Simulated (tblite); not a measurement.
# C6H6ClNS2: the cost of one run

Computed with tblite 0.8.0 and PySCF 2.14.0, with density-fitted response routines of our own, on a single molecule in the gas phase. Atoms count from 0, in the outputs and in this text.

## (1) The starting structure

16 atoms, charge 0, multiplicity 1; geometry from: force field or distance geometry start.

Bonds of the start (Å): C0–C1 1.34, C1–Cl2 1.77, C1–C3 1.46, C3–S4 1.83, S4–C5 1.73, C5–N6 1.29, N6–C7 1.29, C7–S8 1.83, S8–C9 1.81, C7–C3 1.37, C0–H10 1.09, C0–H11 1.07, C5–H12 1.08, C9–H13 1.11, C9–H14 1.10, C9–H15 1.09.

## (2) Geometry optimisation with GFN2-xTB

What the job is given:

```
{"job": {"kind": "relax", "xc": "GFN2-xTB", "basis": "xTB"}, "charge": 0, "multiplicity": 1}
C      2.535100    -1.450800     0.140300
C      1.268300    -1.090000     0.367800
Cl     0.121500    -2.353900     0.834200
C      0.887800     0.312800     0.250500
S      1.816600     1.826700    -0.172700
C      0.487500     2.933900    -0.041100
N     -0.472200     2.140200     0.298100
C     -0.342000     0.872300     0.465000
S     -1.744900    -0.206600     0.942900
C     -2.614200    -0.828900    -0.512200
H      2.794700    -2.504600     0.233000
H      3.299500    -0.755500    -0.138900
H      0.419300     4.005900    -0.171100
H     -3.484700    -0.200400    -0.784900
H     -2.998400    -1.842200    -0.318200
H     -1.981600    -0.850000    -1.404000
```

Launch:

```sh
OMP_NUM_THREADS=1 python probes_run.py task.json out
```

This one command runs all jobs of the session in turn.

Q: Estimate the wall time of this first job on 1 thread of Arm Neoverse N1, shared host.

About 4 s.
